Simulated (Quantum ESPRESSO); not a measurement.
A run of Quantum ESPRESSO 7.5:

pw.in

```
&CONTROL
  calculation = 'scf'
  prefix = 'pwscf'
  outdir = './tmp'
  pseudo_dir = './pseudo'
  tprnfor = .true.
  tstress = .true.
  disk_io = 'low'
/
&SYSTEM
  ibrav = 0
  celldm(1) = 8
  nat = 4
  ntyp = 2
  ecutwfc = 56
  nbnd = 14
  occupations = 'smearing'
  smearing = 'fd'
  degauss = 0.00367493
/
&ELECTRONS
  conv_thr = 8d-10
  electron_maxstep = 120
  mixing_beta = 0.9
  startingwfc = 'random'
/
ATOMIC_SPECIES
Al    26.9815 Al.upf
Cl    35.4500 Cl.upf
CELL_PARAMETERS alat
  0.9199004935546   0.0000000000000   0.0000000000000
  0.0000000000000   0.9199004935546   0.0000000000000
  0.0000000000000   0.0000000000000   0.9199004935546
ATOMIC_POSITIONS crystal
Al     0.0000000000    0.5000000000    0.5000000000
Al     0.5000000000    0.0000000000    0.5000000000
Al     0.5000000000    0.5000000000    0.0000000000
Cl     0.0000000000    0.0000000000    0.0000000000
K_POINTS automatic
4 4 4 1 1 1
```

Contents of gamma.in:

```
&CONTROL
  calculation = 'bands'
  prefix = 'pwscf'
  outdir = './tmp'
  pseudo_dir = './pseudo'
  disk_io = 'low'
  verbosity = 'high'
/
&SYSTEM
  ibrav = 0
  celldm(1) = 8
  nat = 4
  ntyp = 2
  ecutwfc = 56
  nbnd = 14
  occupations = 'smearing'
  smearing = 'fd'
  degauss = 0.00367493
/
&ELECTRONS
  conv_thr = 1d-08
  electron_maxstep = 120
  mixing_beta = 0.9
  startingwfc = 'random'
  diago_full_acc = .true.
/
ATOMIC_SPECIES
Al    26.9815 Al.upf
Cl    35.4500 Cl.upf
CELL_PARAMETERS alat
  0.9199004935546   0.0000000000000   0.0000000000000
  0.0000000000000   0.9199004935546   0.0000000000000
  0.0000000000000   0.0000000000000   0.9199004935546
ATOMIC_POSITIONS crystal
Al     0.0000000000    0.5000000000    0.5000000000
Al     0.5000000000    0.0000000000    0.5000000000
Al     0.5000000000    0.5000000000    0.0000000000
Cl     0.0000000000    0.0000000000    0.0000000000
K_POINTS crystal
1
0.0 0.0 0.0 1
```

File scf2.in:

```
&CONTROL
  calculation = 'scf'
  prefix = 'pwscf'
  outdir = './tmp'
  pseudo_dir = './pseudo'
  tprnfor = .true.
  tstress = .true.
  disk_io = 'low'
/
&SYSTEM
  ibrav = 0
  celldm(1) = 8
  nat = 4
  ntyp = 2
  ecutwfc = 56
  nbnd = 14
  occupations = 'smearing'
  smearing = 'fd'
  degauss = 0.00367493
/
&ELECTRONS
  conv_thr = 1d-11
  electron_maxstep = 120
  mixing_beta = 0.9
  startingpot = 'file'
/
ATOMIC_SPECIES
Al    26.9815 Al.upf
Cl    35.4500 Cl.upf
CELL_PARAMETERS alat
  0.9199004935546   0.0000000000000   0.0000000000000
  0.0000000000000   0.9199004935546   0.0000000000000
  0.0000000000000   0.0000000000000   0.9199004935546
ATOMIC_POSITIONS crystal
Al     0.0000000000    0.5000000000    0.5000000000
Al     0.5000000000    0.0000000000    0.5000000000
Al     0.5000000000    0.5000000000    0.0000000000
Cl     0.0000000000    0.0000000000    0.0000000000
K_POINTS automatic
4 4 4 1 1 1
```

File eels.in:

```
&LR_INPUT
  prefix = 'pwscf'
  outdir = './tmp'
  restart_step = 5000
  restart = .false.
/
&LR_CONTROL
  calculator = 'lanczos'
  approximation = 'RPA_with_CLFE'
  q1 = 0
  q2 = 0
  q3 = 0.3368846755
  itermax = 200
/
```

spectrum.in

```
&LR_INPUT
  prefix = 'pwscf'
  outdir = './tmp'
  eels = .true.
  itermax0 = 200
  itermax = 20000
  extrapolation = 'osc'
  epsil = 0.02
  units = 1
  start = 0
  end = 40
  increment = 0.2
/
```

spectrum_short.in

```
&LR_INPUT
  prefix = 'pwscf'
  outdir = './tmp'
  eels = .true.
  itermax0 = 132
  itermax = 20000
  extrapolation = 'osc'
  epsil = 0.02
  units = 1
  start = 0
  end = 40
  increment = 0.2
/
```

Potentials or basis: PseudoDojo 0.4.1 SR LDA standard.

Command:

```console
$ OMP_NUM_THREADS=1 pw.x -in pw.in > pw.out
$ OMP_NUM_THREADS=1 pw.x -in gamma.in > gamma.out
$ OMP_NUM_THREADS=1 pw.x -in scf2.in > scf2.out
$ OMP_NUM_THREADS=1 turbo_eels.x -in eels.in > eels.out
$ OMP_NUM_THREADS=1 turbo_spectrum.x -in spectrum.in > spectrum.out
$ OMP_NUM_THREADS=1 turbo_spectrum.x -in spectrum_short.in > spectrum_short.out
```

Hardware: 1 thread of Intel(R) Xeon(R) Processor @ 2.50GHz (Skylake/Cascade Lake) (shared host).

Problem. Estimate the wall time of this run.

Solution. Run time: 2.1 min on 1 thread of Intel(R) Xeon(R) Processor @ 2.50GHz (Skylake/Cascade Lake) (shared host), peak memory 0.12 GiB. Counts: scf iterations 11, k pools 1, bands 14, k points 4, g dense 22647.
